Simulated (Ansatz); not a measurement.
**AlClFH2N: up Jacob's ladder to CCSD(T)**

Aim: compute AlClFH2N with functionals from several rungs and with coupled cluster, and see how far each lands from CCSD(T) at the basis-set limit for the atomisation energy.

Computed with Ansatz 0.2.0, Gaussian basis. Level: functionals in def2-TZVPP, the program's frozen cores in correlated methods.

The runs, in order: LDA (SPW92), PBE-D4, revPBE-D4, BLYP-D4, r2SCAN-D4, B97M-V, PBE0-D4, B3LYP-D4, r2SCANh-D4, r2SCAN0-D4, HSE06-D4, BHLYP-D4, CAM-B3LYP-D4, LC-ωPBE, ωB97X-V, ωB97M-V, B2PLYP, PBE-QIDH; CCSD(T)/def2-SVP; CCSD(T)/def2-TZVPP; MP2/def2-QZVPP; extrapolation to the limit; RPA on PBE.

### 1 Structure used throughout

All runs share one geometry, relaxed beforehand with PBE0-D4 in a triple-zeta def2 set.

SMILES `[NH2][Al]([F])[Cl]`, 6 atoms, charge 0, spin multiplicity 1.

Atoms are counted from 1 here; the program's logs count them from 0.

Bond lengths: N1–Al2 1.746 Å, N1–H5 1.006 Å, N1–H6 1.006 Å, Al2–F3 1.641 Å, Al2–Cl4 2.079 Å. Angles: Al2–N1–H5 124.6°, Al2–N1–H6 124.3°, H5–N1–H6 111.1°, N1–Al2–F3 119.8°, N1–Al2–Cl4 121.2°, F3–Al2–Cl4 119.0°.

### 2 LDA

This LDA is Slater exchange with PW92 correlation.

Input file in.yaml:

```yaml
crystal:
  periodic: [false, false, false]
  atoms:
    - {symbol: N, position_ang: [-0.112271, 0.982553, -0.025794]}
    - {symbol: Al, position_ang: [0.152507, -0.739085, 0.092268]}
    - {symbol: F, position_ang: [1.041755, -1.345498, 1.331111]}
    - {symbol: Cl, position_ang: [-0.641135, -2.049374, -1.313605]}
    - {symbol: H, position_ang: [0.246294, 1.661487, 0.624758]}
    - {symbol: H, position_ang: [-0.645149, 1.426016, -0.754937]}
basis:
  gaussian: {orbitals: def2-TZVPP}
hamiltonian: {xc: lda}
output: {orbitals: {seedname: orbitals}}
```

After this run come: PBE-D4 (GGA); revPBE-D4 (GGA); BLYP-D4 (GGA); r2SCAN-D4 (meta-GGA); B97M-V (meta-GGA); PBE0-D4 (hybrid); B3LYP-D4 (hybrid); r2SCANh-D4 (hybrid); r2SCAN0-D4 (hybrid); HSE06-D4 (hybrid); BHLYP-D4 (hybrid); CAM-B3LYP-D4 (range-separated); LC-ωPBE-D4 (range-separated); ωB97X-V (range-separated); ωB97M-V (range-separated); B2PLYP (double hybrid); PBE-QIDH (double hybrid); CCSD(T) in def2-SVP; CCSD(T) in def2-TZVPP; MP2 in def2-QZVPP; RPA on PBE orbitals.

**Question.** What will the summary of the whole plan be? Wanted: atomisation energy, CCSD(T)/CBS; farthest beyond LDA; mean size of error, GGA; mean size of error, meta-GGA; mean size of error, hybrid; mean size of error, range-separated; mean size of error, double hybrid; gap, smallest and largest; T1 diagnostic.

The runs gave:

| quantity | value |
| --- | --- |
| atomisation energy, CCSD(T)/CBS | 2207.5 kJ/mol |
| functionals within 11.0 kJ/mol (0.5 %) | PBE-D4, B97M-V, CAM-B3LYP-D4, ωB97X-V, ωB97M-V |
| farthest beyond LDA | BHLYP-D4 (-99.6 kJ/mol) |
| mean size of error, GGA | 28.8 kJ/mol |
| mean size of error, meta-GGA | 8.0 kJ/mol |
| mean size of error, hybrid | 50.6 kJ/mol |
| mean size of error, range-separated | 11.2 kJ/mol |
| mean size of error, double hybrid | 40.0 kJ/mol |
| gap, smallest and largest | 5.01 eV (BLYP-D4), 12.52 eV (LC-ωPBE) |
| T1 diagnostic | 0.0103 |
| triples share of the correlation energy | 3.4 % |

**Reading.** LDA overbinds by 274.5 kJ/mol (12 %). PBE-D4 misses by +8.3 kJ/mol. Double hybrids carry the basis error of their MP2 part in triple zeta, and no dispersion term here, so their miss is partly the set-up's. By mean error the best rung here is meta-GGA (8.0 kJ/mol) and the worst beyond LDA is hybrid (50.6 kJ/mol). The gap between the best rungs is small, so their order is not settled. The mean of the hybrids holds BHLYP, with half exact exchange. Misses under about 11.0 kJ/mol are within the doubt on the reference itself, which lacks core-valence correlation, relativity and higher excitations. Hartree-Fock recovers 72 % of the binding; the rest is correlation. CCSD(T) in def2-SVP is off by -185.4 kJ/mol, so the small basis spoils what the method gains. The gap grows from 5.0 to 12.5 eV across the functionals, mostly with the share of exact exchange.
